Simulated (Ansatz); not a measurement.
# Y2Te: the cost of one run

Computed with Ansatz 0.2.0 (DFT PBE, scalar-relativistic, plane waves, PAW, unless a step's input says otherwise).

## Step 1: The starting structure

Symmetry: P6/mmm, No. 191, hexagonal system. The conventional cell has a = 5.695 Å, b = 5.695 Å, c = 3.491 Å, α = 90.00°, β = 90.00°, γ = 120.00°. Around Y (site symmetry -6m2) lie 5 Y at 3.29 to 3.49 Å and 6 Te at 3.72 Å. Te (site symmetry 6/mmm) has 2 Te at 3.49 Å and 12 Y at 3.72 Å as nearest neighbours.

Structure file:

```cif
data_structure
_symmetry_space_group_name_H-M 'P 1'
_symmetry_Int_Tables_number 1
_cell_length_a 5.6948
_cell_length_b 5.6948
_cell_length_c 3.4909
_cell_angle_alpha 90.000
_cell_angle_beta 90.000
_cell_angle_gamma 120.000
_cell_volume 98.04
loop_
_atom_site_label
_atom_site_type_symbol
_atom_site_fract_x
_atom_site_fract_y
_atom_site_fract_z
_atom_site_occupancy
Y1 Y 0.33333 0.66667 0.50000 1
Y2 Y 0.66667 0.33333 0.50000 1
Te1 Te 0.00000 0.00000 0.00000 1
```

A structure generator made this guess: ordered superstructure of omega (P6/mmm, No. 191). The dimensions are guesses.

## Step 2: A first look at the guess

The input, input.yaml:

```yaml
crystal:
  lattice:
    - [5.69479322, 0.0, 0.0]
    - [-2.84739661, 4.9318356, 0.0]
    - [0.0, 0.0, 3.49090824]
  atoms:
    - { symbol: "Y", position: [0.33333333, 0.66666667, 0.5] }
    - { symbol: "Y", position: [0.66666667, 0.33333333, 0.5] }
    - { symbol: Te, position: [0.0, 0.0, 0.0] }
basis:
  ecutwfc: 420
kpoints:
  mp_grid: { grid: [6, 6, 6] }
hamiltonian:
  xc: pbe
scf:
  occupations: { method: gaussian, width: 0.1 }
  lower_state_search: "off"
output:
  forces: true
  stress: true
  eigenvalues: true
```

Command:

```bash
> ansatz run input.yaml --threads 1 --pin off --max-ram 2048MiB --backend cpu --events-out ev --progress --plain --runs-dir out
```

Q: Estimate wall time and peak memory on 1 thread of Intel Xeon Platinum 8259CL at 2.50GHz (Skylake/Cascade Lake), shared host.

About 5.6 s, with a peak of 0.44 GiB.
